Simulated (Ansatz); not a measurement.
Crystal: NiMoIrPdW.

```
Ni Mo Pd Ir W
1.0
     2.77085    0.00000    0.00000
    -1.38543    2.39963    0.00000
     0.00000    0.00000   22.01961
Ni Mo Pd Ir W
2 2 2 2 2
Direct
  0.33333 0.66667 0.85081
  0.66667 0.33333 0.14919
  0.66667 0.33333 0.76059
  0.33333 0.66667 0.23941
  0.33333 0.66667 0.05329
  0.66667 0.33333 0.94671
  0.33333 0.66667 0.65827
  0.66667 0.33333 0.34173
  0.33333 0.66667 0.44418
  0.66667 0.33333 0.55582
```

The cell was built by a generator and needn't be a form met in nature.

```yaml
Program: Ansatz 0.2.0
Task: relaxation of cell and atoms
Functional: PBEsol
Dispersion: D3(BJ)
Potentials_or_basis: Ansatz PAW
Cutoff: "420 eV (not typed: the program's choice for these potentials)"
k_mesh: 8 × 8 × 1
Occupations: fermi-dirac, width 0.05 eV
Spin: collinear spin, ferromagnetic start
Starting_moments: "[1.0, 1.0, 1.0, 1.0, 0.0, 0.0, 0.6, 0.6, 0.0, 0.0] μB"
```

At the start: volume 14.64 Å³/atom.

Task: Where does the relaxation end?

Result: It ends after 6 steps and the volume is 13.75 Å³/atom (-6.1 %); space group P-3m1 (No. 164, to 0.05 Å); moment 0.00 μB per cell.

Step by step:
| step | energy change (eV) | largest force (eV/Å) | volume (Å³) |
| --- | --- | --- | --- |
| 1 | 0.0000 | 0.1542 | 146.41 |
| 2 | -0.4385 | 0.1265 | 139.11 |
| 3 | -0.4578 | 0.0381 | 137.28 |
| 4 | -0.4583 | 0.0163 | 137.49 |
| 5 | -0.4583 | 0.0028 | 137.48 |
| 6 | -0.4551 | 0.0027 | 137.48 |

Final structure:
```cif
data_structure
_symmetry_space_group_name_H-M 'P 1'
_symmetry_Int_Tables_number 1
_cell_length_a 2.7163
_cell_length_b 2.7163
_cell_length_c 21.5169
_cell_angle_alpha 90.000
_cell_angle_beta 90.000
_cell_angle_gamma 120.000
_cell_volume 137.48
loop_
_atom_site_label
_atom_site_type_symbol
_atom_site_fract_x
_atom_site_fract_y
_atom_site_fract_z
_atom_site_occupancy
Ni1 Ni 0.33333 0.66667 0.85295 1
Ni2 Ni 0.66667 0.33333 0.14705 1
Mo1 Mo 0.66667 0.33333 0.76239 1
Mo2 Mo 0.33333 0.66667 0.23761 1
Pd1 Pd 0.33333 0.66667 0.05242 1
Pd2 Pd 0.66667 0.33333 0.94758 1
Ir1 Ir 0.33333 0.66667 0.65945 1
Ir2 Ir 0.66667 0.33333 0.34055 1
W1 W 0.33333 0.66667 0.44383 1
W2 W 0.66667 0.33333 0.55617 1
```

Caveat: the plane-wave basis is chosen anew once the cell has moved, so the energies of steps on either side of that aren't comparable; pairwise dispersion overbinds metals, which lowers pressure and volume; the PAW data sets come from PBE, with cores solved anew for the run's functional, which leaves a small shift of forces and pressure; the starting moments weren't kept.
